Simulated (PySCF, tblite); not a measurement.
# C3H14BNSi2: geometry, infrared bands and NMR shifts

Wanted: the infrared bands and NMR shifts of C3H14BNSi2 (`C[Si@H](C[SiH3])CBN`), by calculation.

Programs: tblite 0.8.0 and PySCF 2.14.0, with density-fitted response routines of our own. Each step states its level of theory. These are calculated values for one molecule in the gas phase, unless marked as measured. Atoms are numbered from 0 throughout.

## 1. Starting geometry

21 atoms, charge 0, multiplicity 1; geometry from: force field or distance geometry start.

Bonds of the start (Å): C0–Si1 1.86, Si1–C2 1.87, C2–Si3 1.86, Si1–C4 1.89, C4–B5 1.59, B5–N6 1.52, C0–H7 1.11, C0–H8 1.11, C0–H9 1.12, Si1–H10 1.46, C2–H11 1.10, C2–H12 1.11, Si3–H13 1.46, Si3–H14 1.47, Si3–H15 1.48, C4–H16 1.11, C4–H17 1.10, B5–H18 1.18, N6–H19 1.04, N6–H20 1.05.

## 2. Geometry optimisation with GFN2-xTB

Job settings and geometry (Å):

```
{"job": {"kind": "relax", "xc": "GFN2-xTB", "basis": "xTB"}, "charge": 0, "multiplicity": 1}
C     -1.262900     2.180700    -0.402400
Si    -0.092000     0.819800    -0.874200
C     -0.985400    -0.821400    -1.015200
Si    -1.805300    -1.289500     0.589000
C      1.281700     0.716100     0.413500
B      2.332800    -0.394900    -0.020200
N      2.573300    -1.612200     0.855900
H     -0.730300     3.159700    -0.418300
H     -1.662800     2.002600     0.620100
H     -2.114500     2.206000    -1.122500
H      0.501600     1.137000    -2.172600
H     -0.279600    -1.612400    -1.312200
H     -1.779900    -0.724800    -1.791500
H     -2.785300    -0.277300     0.981500
H     -2.495200    -2.576500     0.429000
H     -0.792700    -1.431600     1.664500
H      1.795200     1.703500     0.470700
H      0.847900     0.469900     1.397800
H      2.935300    -0.276900    -1.024200
H      1.658600    -2.098100     0.974200
H      2.850800    -1.262600     1.808500
```

Launch:

```
$ OMP_NUM_THREADS=1 python probes_run.py task.json out
```

This one command runs all jobs of the session in turn.

**Question.** This job is followed by: GFN2-xTB harmonic vibrations, gas phase; GIAO PBE0/pcSseg-1 NMR shielding, non-relativistic, gas phase. What will the session give for the following? strongest single infrared mode (GFN2-xTB); zero-point energy (GFN2-xTB); ¹³C shifts against TMS (PBE0/pcSseg-1); ¹H shifts against TMS (PBE0/pcSseg-1, means over atoms taken as alike); ²⁹Si shifts against TMS (PBE0/pcSseg-1); ¹¹B shifts against BF3·OEt2 (PBE0/pcSseg-1); ¹⁵N shifts against NH3 (PBE0/pcSseg-1); surface potential, 1st and 99th percentile.

**Answer**, as computed:

| quantity | value |
| --- | --- |
| strongest single infrared mode (GFN2-xTB) | 2199 cm⁻¹, 452 km/mol |
| zero-point energy (GFN2-xTB) | 101.8 kcal/mol |
| ¹³C shifts against TMS (PBE0/pcSseg-1) | 11.2, -1.4, -8.7 ppm |
| ¹H shifts against TMS (PBE0/pcSseg-1, means over atoms taken as alike) | 4.99, 4.71, 4.09, 3.96, 0.65, 0.32, 0.14, 0.01, -0.24 ppm |
| ²⁹Si shifts against TMS (PBE0/pcSseg-1) | -20.7, -78.2 ppm |
| ¹¹B shifts against BF3·OEt2 (PBE0/pcSseg-1) | 39.9 ppm |
| ¹⁵N shifts against NH3 (PBE0/pcSseg-1) | 114.3 ppm |
| surface potential, 1st and 99th percentile | -0.50 V and 1.49 V |

**Reading.** Relaxing lowered the energy by 1.283 eV in 137 steps; the close pair that moved most is B5–N6, from 1.519 to 1.384 Å. No mode is imaginary among the 57: a minimum at this level. The strongest single mode, at 2199 cm⁻¹, moves mainly H15. Unscaled tight-binding wavenumbers are off by several per cent, some by more. Its intensities can rank the bands wrongly. At PBE0/pcSseg-1: Shielding is most anisotropic at N6 (span 150 ppm, paramagnetic term -166 ppm).
